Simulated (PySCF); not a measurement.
# C₇H₉BO₂: excited states, first hyperpolarisability

Aim: compute the excited states, first hyperpolarisability of C₇H₉BO₂ (`Cc1ccc(B(O)O)cc1`).

Computed with PySCF 2.14.0 and routines of our own; the level stands in each step. Atoms count from 0.

## 1. The system as given

19 atoms, charge 0, multiplicity 1; geometry from: GFN2-xTB.

## 2. Optimising the geometry at PBE0-D3(BJ)/def2-SVP

Job settings and geometry (Å):

```
{"job": {"xc": "PBE0", "basis": "def2-SVP", "d3": "d3bj", "grid": 2, "kind": "geom"}, "charge": 0, "multiplicity": 1}
C      3.173675     0.324403    -0.154261
C      1.684767     0.169661    -0.085189
C      0.988189     0.385471     1.095546
C     -0.386596     0.241939     1.141383
C     -1.120926    -0.121163     0.012846
B     -2.691562    -0.289633     0.038548
O     -3.336256    -0.535846    -1.123270
O     -3.447487    -0.201134     1.170536
C     -0.407906    -0.332670    -1.169167
C      0.963780    -0.190680    -1.219031
H      3.633440    -0.587831    -0.532492
H      3.436637     1.134623    -0.834146
H      3.591160     0.544988     0.825055
H      1.526106     0.668892     1.989959
H     -0.894016     0.424468     2.081006
H     -4.285121    -0.622608    -1.022268
H     -2.970777    -0.031759     1.980987
H     -0.957103    -0.612115    -2.055174
H      1.490192    -0.359757    -2.148329
```

Run with:

```
$ OMP_NUM_THREADS=1 python excited_run.py task.json out
```

This one command runs all jobs of the session in turn.

Standard output:

```text
step   0  E = -446.76407091  max force = 0.011188
step   1  E = -446.76571956  max force = 0.001884
step   2  E = -446.76573375  max force = 0.000765
step   3  E = -446.76573843  max force = 0.000454
step   4  E = -446.76573944  max force = 0.000217
optimisation converged
```

Wall time 50 s (1 thread of AMD EPYC 9R45, shared host); peak memory 0.85 GiB.

Step by step:

| step | energy from step 0 (eV) | largest force component (eV/Å) |
| --- | --- | --- |
| 0 | 0.0000 | 0.5753 |
| 1 | -0.0449 | 0.0969 |
| 2 | -0.0452 | 0.0393 |
| 3 | -0.0454 | 0.0233 |
| 4 | -0.0454 | 0.0112 |

Close pairs (by a distance rule), those that changed most:

| bond | before (Å) | after (Å) | change (Å) |
| --- | --- | --- | --- |
| C8–H17 | 1.079 | 1.093 | +0.014 |
| C3–H14 | 1.083 | 1.096 | +0.013 |
| C9–H18 | 1.081 | 1.094 | +0.013 |
| C0–H11 | 1.090 | 1.102 | +0.012 |
| C0–H10 | 1.089 | 1.101 | +0.012 |
| C2–H13 | 1.082 | 1.094 | +0.012 |
| C0–H12 | 1.087 | 1.099 | +0.012 |
| C4–B5 | 1.580 | 1.568 | -0.012 |

The end geometry stands in the next job.

| at the end point | value |
| --- | --- |
| point group (found at 0.08 Å tolerance) | C1 |
| rotational constants (GHz, main isotopes) | 3.627, 0.735, 0.614 |
| dipole moment (D) | 1.36 |

## 3. Excited states: TDA CAM-B3LYP/aug-cc-pVDZ

Job settings and geometry (Å):

```
{"job": {"kind": "states", "xc": "CAM-B3LYP", "basis": "aug-cc-pVDZ", "tda": true, "soc": true, "nstates": 6, "ntriplets": 5, "nquad": 4}, "charge": 0, "multiplicity": 1}
C      3.266275     0.414006    -0.297137
C      1.776047     0.249740    -0.235877
C      1.068704     0.460148     0.952024
C     -0.315179     0.307649     0.992472
C     -1.049290    -0.057971    -0.143145
B     -2.606586    -0.241241    -0.123696
O     -3.242867    -0.497398    -1.298273
O     -3.364960    -0.163037     1.010160
C     -0.331357    -0.263693    -1.332564
C      1.049537    -0.115416    -1.378018
H      3.752240    -0.499625    -0.674252
H      3.546683     1.232328    -0.979833
H      3.689859     0.640482     0.691250
H      1.611610     0.747863     1.856669
H     -0.823192     0.489127     1.946716
H     -4.191468    -0.600647    -1.166646
H     -2.847456    -0.006558     1.804460
H     -0.878886    -0.547299    -2.234841
H      1.581897    -0.285416    -2.318570
```

With the program's defaults for keys left out, this is: TDA CAM-B3LYP/aug-cc-pVDZ excited states, vertical, gas phase, spin-orbit mean-field couplings.

Standard output:

```text
coarse grid: 16440 points
cycle   1  E = -447.2454203307  dE =  1.915e+00  |g| = 8.587e-01  |ddm| = 6.861e+01
cycle   2  E = -447.2054601644  dE =  3.996e-02  |g| = 1.032e+00  |ddm| = 9.738e+00
cycle   3  E = -447.3959235737  dE = -1.905e-01  |g| = 6.715e-02  |ddm| = 4.154e+00
cycle   4  E = -447.3967748846  dE = -8.513e-04  |g| = 3.433e-02  |ddm| = 6.984e-01
cycle   5  E = -447.3970754243  dE = -3.005e-04  |g| = 8.044e-03  |ddm| = 4.190e-01
cycle   6  E = -447.3970897207  dE = -1.430e-05  |g| = 3.296e-03  |ddm| = 6.374e-02
cycle   7  E = -447.3970927487  dE = -3.028e-06  |g| = 6.490e-04  |ddm| = 2.434e-02
final grid: 160432 points
cycle   8  E = -447.4206089572  dE = -4.120e-05  |g| = 4.864e-03  |ddm| = 1.089e+00
cycle   9  E = -447.4206095599  dE = -6.027e-07  |g| = 4.979e-03  |ddm| = 1.214e-01
cycle  10  E = -447.4206147807  dE = -5.221e-06  |g| = 5.490e-04  |ddm| = 3.364e-02
cycle  11  E = -447.4206148376  dE = -5.686e-08  |g| = 2.467e-04  |ddm| = 5.213e-03
cycle  12  E = -447.4206148524  dE = -1.482e-08  |g| = 5.275e-05  |ddm| = 2.970e-03
cycle  13  E = -447.4206148531  dE = -6.903e-10  |g| = 1.844e-05  |ddm| = 4.377e-04
converged SCF energy = -447.4206148531

Singlet excitations
state   eV       nm        f     d(h-e)  d(exc)  Lambda  PR(NTO)  |dmu|/D   mu/D   main configurations
  1   5.2428   236.5   0.00462   0.133   2.848   0.627   1.984    0.365    1.794   H-1->L+1 0.49, H->L+4 0.42
  2   5.8695   211.2   0.18667   0.369   3.056   0.746   1.600    1.261    2.552   H->L+1 0.69, H-1->L+4 0.19
  3   6.1818   200.6   0.00078   1.488   4.697   0.271   1.026    5.891    5.503   H->L 0.81
  4   6.4110   193.4   0.00286   1.648   4.554   0.230   1.045    6.663    6.116   H-1->L 0.79
  5   6.5872   188.2   0.00122   0.801   5.053   0.183   1.066                     H->L+2 0.80
  6   6.8628   180.7   0.00607   0.022   5.196   0.146   1.828                     H->L+3 0.49, H-1->L+2 0.24

Triplet excitations (Tamm-Dancoff)
state   eV     d(h-e)  d(exc)  Lambda  PR(NTO)   main configurations
  1   3.8603   0.106   2.644   0.731   1.585   H->L+1 0.67, H-1->L+4 0.19
  2   4.5791   0.177   2.786   0.617   1.499   H-1->L+1 0.61, H->L+4 0.15, H-1->L+4 0.10
  3   4.6386   0.085   2.715   0.776   1.577   H-1->L+4 0.59, H->L+1 0.16, H->L+4 0.14
  4   4.9434   0.202   2.783   0.665   1.534   H->L+4 0.67, H-1->L+1 0.22
  5   6.1472   1.413   4.639   0.268   1.033   H->L 0.80
S1 - T1 = 1.3824 eV

Spin-orbit couplings |<S|Hso|T>| (cm-1)
             T1       T2       T3       T4       T5
S0        0.069    0.048    0.039    0.101    2.840
S1        0.109    0.012    0.025    0.004    0.669
S2        0.019    0.057    0.014    0.138    1.492
S3        1.242    0.475    0.556    0.832    0.023
S4        0.511    1.306    0.946    0.635    0.152
S5        2.124    0.480    1.337    1.105    1.835
S6        1.844    1.506    0.414    1.306    0.393
T1 sublevels (cm-1): 0.000 0.000 0.000   radiative rates (1/s): 0.0658 0.00442 0.000114
```

It took 59 s on 1 thread of AMD EPYC 9R45, shared host; peak memory 1.4 GiB.

In short:

| quantity | value |
| --- | --- |
| S1 less T1 | 1.38 eV |

## 4. Excited states: TDDFT CAM-B3LYP/aug-cc-pVDZ

The job, as its differences from that of step 3:

```diff
@@ -1,2 +1,2 @@
-{"job": {"kind": "states", "xc": "CAM-B3LYP", "basis": "aug-cc-pVDZ", "tda": true, "soc": true, "nstates": 6, "ntriplets": 5, "nquad": 4}, "charge": 0, "multiplicity": 1}
+{"job": {"kind": "states", "xc": "CAM-B3LYP", "basis": "aug-cc-pVDZ", "tpa": true, "nstates": 8, "nquad": 6, "ntriplets": 0}, "charge": 0, "multiplicity": 1}
 C      3.266275     0.414006    -0.297137
```

Level: TDDFT CAM-B3LYP/aug-cc-pVDZ excited states, vertical, gas phase, two-photon moments by quadratic response.

Standard output:

```text
coarse grid: 16440 points
cycle   1  E = -447.2454203307  dE =  1.915e+00  |g| = 8.587e-01  |ddm| = 6.861e+01
cycle   2  E = -447.2054601644  dE =  3.996e-02  |g| = 1.032e+00  |ddm| = 9.738e+00
cycle   3  E = -447.3959235737  dE = -1.905e-01  |g| = 6.715e-02  |ddm| = 4.154e+00
cycle   4  E = -447.3967748846  dE = -8.513e-04  |g| = 3.433e-02  |ddm| = 6.984e-01
cycle   5  E = -447.3970754243  dE = -3.005e-04  |g| = 8.044e-03  |ddm| = 4.190e-01
cycle   6  E = -447.3970897207  dE = -1.430e-05  |g| = 3.296e-03  |ddm| = 6.374e-02
cycle   7  E = -447.3970927486  dE = -3.028e-06  |g| = 6.490e-04  |ddm| = 2.434e-02
final grid: 160432 points
cycle   8  E = -447.4206089572  dE = -4.120e-05  |g| = 4.864e-03  |ddm| = 1.089e+00
cycle   9  E = -447.4206095599  dE = -6.027e-07  |g| = 4.979e-03  |ddm| = 1.214e-01
cycle  10  E = -447.4206147807  dE = -5.221e-06  |g| = 5.490e-04  |ddm| = 3.364e-02
cycle  11  E = -447.4206148376  dE = -5.686e-08  |g| = 2.467e-04  |ddm| = 5.213e-03
cycle  12  E = -447.4206148524  dE = -1.482e-08  |g| = 5.275e-05  |ddm| = 2.970e-03
cycle  13  E = -447.4206148531  dE = -6.854e-10  |g| = 1.844e-05  |ddm| = 4.377e-04
converged SCF energy = -447.4206148531

Singlet excitations
state   eV       nm        f     d(h-e)  d(exc)  Lambda  PR(NTO)  |dmu|/D   mu/D   delta(TPA)   sigma/GM   main configurations
  1   5.1893   238.9   0.00565   0.127   2.828   0.625   1.985    0.426    1.837        0.46      0.005   H-1->L+1 0.50, H->L+4 0.40
  2   5.6529   219.3   0.17543   0.360   3.022   0.738   1.585    1.230    2.528       69.60      0.815   H->L+1 0.74, H-1->L+4 0.15
  3   6.1802   200.6   0.00081   1.489   4.698   0.270   1.026    5.886    5.499        1.54      0.022   H->L 0.81
  4   6.4093   193.4   0.00426   1.654   4.554   0.227   1.050    6.673    6.123      104.22      1.568   H-1->L 0.80
  5   6.5255   190.0   0.35056   0.177   3.189   0.608   2.264    0.505    1.862       10.85      0.169   H->L+4 0.52, H-1->L+1 0.41
  6   6.5858   188.3   0.00462   0.790   5.038   0.189   1.075    3.615    2.572       12.84      0.204   H->L+2 0.79
  7   6.7329   184.1   0.76625   0.120   2.933   0.771   1.643                                            H-1->L+4 0.78, H->L+1 0.14
  8   6.8625   180.7   0.00271   0.065   5.208   0.147   1.799                                            H->L+3 0.50, H-1->L+2 0.23
```

Wall time 72 s (1 thread of AMD EPYC 9R45, shared host); peak memory 1.4 GiB.

## 5. First hyperpolarisability: quadratic response CAM-B3LYP/aug-cc-pVDZ

The job, as its differences from that of step 4:

```diff
@@ -1,2 +1,2 @@
-{"job": {"kind": "states", "xc": "CAM-B3LYP", "basis": "aug-cc-pVDZ", "tpa": true, "nstates": 8, "nquad": 6, "ntriplets": 0}, "charge": 0, "multiplicity": 1}
+{"job": {"kind": "beta", "xc": "CAM-B3LYP", "basis": "aug-cc-pVDZ"}, "charge": 0, "multiplicity": 1}
 C      3.266275     0.414006    -0.297137
```

Level: quadratic response CAM-B3LYP/aug-cc-pVDZ first hyperpolarisability, Taylor convention, gas phase.

Standard output:

```text
coarse grid: 16440 points
cycle   1  E = -447.2454203307  dE =  1.915e+00  |g| = 8.587e-01  |ddm| = 6.861e+01
cycle   2  E = -447.2054601644  dE =  3.996e-02  |g| = 1.032e+00  |ddm| = 9.738e+00
cycle   3  E = -447.3959235737  dE = -1.905e-01  |g| = 6.715e-02  |ddm| = 4.154e+00
cycle   4  E = -447.3967748846  dE = -8.513e-04  |g| = 3.433e-02  |ddm| = 6.984e-01
cycle   5  E = -447.3970754243  dE = -3.005e-04  |g| = 8.044e-03  |ddm| = 4.190e-01
cycle   6  E = -447.3970897207  dE = -1.430e-05  |g| = 3.296e-03  |ddm| = 6.374e-02
cycle   7  E = -447.3970927487  dE = -3.028e-06  |g| = 6.490e-04  |ddm| = 2.434e-02
final grid: 160432 points
cycle   8  E = -447.4206089572  dE = -4.120e-05  |g| = 4.864e-03  |ddm| = 1.089e+00
cycle   9  E = -447.4206095599  dE = -6.027e-07  |g| = 4.979e-03  |ddm| = 1.214e-01
cycle  10  E = -447.4206147807  dE = -5.221e-06  |g| = 5.490e-04  |ddm| = 3.364e-02
cycle  11  E = -447.4206148376  dE = -5.686e-08  |g| = 2.467e-04  |ddm| = 5.213e-03
cycle  12  E = -447.4206148524  dE = -1.482e-08  |g| = 5.275e-05  |ddm| = 2.970e-03
cycle  13  E = -447.4206148531  dE = -6.853e-10  |g| = 1.844e-05  |ddm| = 4.377e-04
converged SCF energy = -447.4206148531

Lowest singlets (eV, f): 5.1893 0.0056  5.6529 0.1754  6.1802 0.0008

First hyperpolarisability (au)
process     nm      |vector|   parallel      HRS      DR
static         -      183.15      57.39     101.73   2.699
shg       1907.0      198.86      63.26     108.64   2.767
eope      1907.0      188.19      59.27          -       -
shg       1064.0      240.84      79.11     126.97   2.931
eope      1064.0      200.04       63.7          -       -
```

It took 54 s on 1 thread of AMD EPYC 9R45, shared host; peak memory 1.4 GiB.

## 6. Summary of results

| quantity | value |
| --- | --- |
| point group | C1 |
| rotational constants (main isotopes) | 3.63, 0.74, 0.61 GHz |
| S1 less T1 (step 3, TDA CAM-B3LYP/aug-cc-pVDZ) | 1.38 eV |
| β vector (step 5, quadratic response CAM-B3LYP/aug-cc-pVDZ) | static 183, SHG 1907.0 nm 199, SHG 1064.0 nm 241 au |

**Reading.** Relaxing lowered the energy by 0.045 eV in 4 steps; the close pair that moved most is C8–H17, from 1.079 to 1.093 Å. No frequency check was run at this level, so the end point may be a saddle. In step 3, the number of triplets below S1 is 4, and the largest singlet-triplet spin-orbit coupling is S0–T5, 2.84 cm⁻¹. β grows from 183 au (static) to 241 au for doubling at 1064.0 nm: normal dispersion, which grows as twice the photon energy moves toward the bright states.
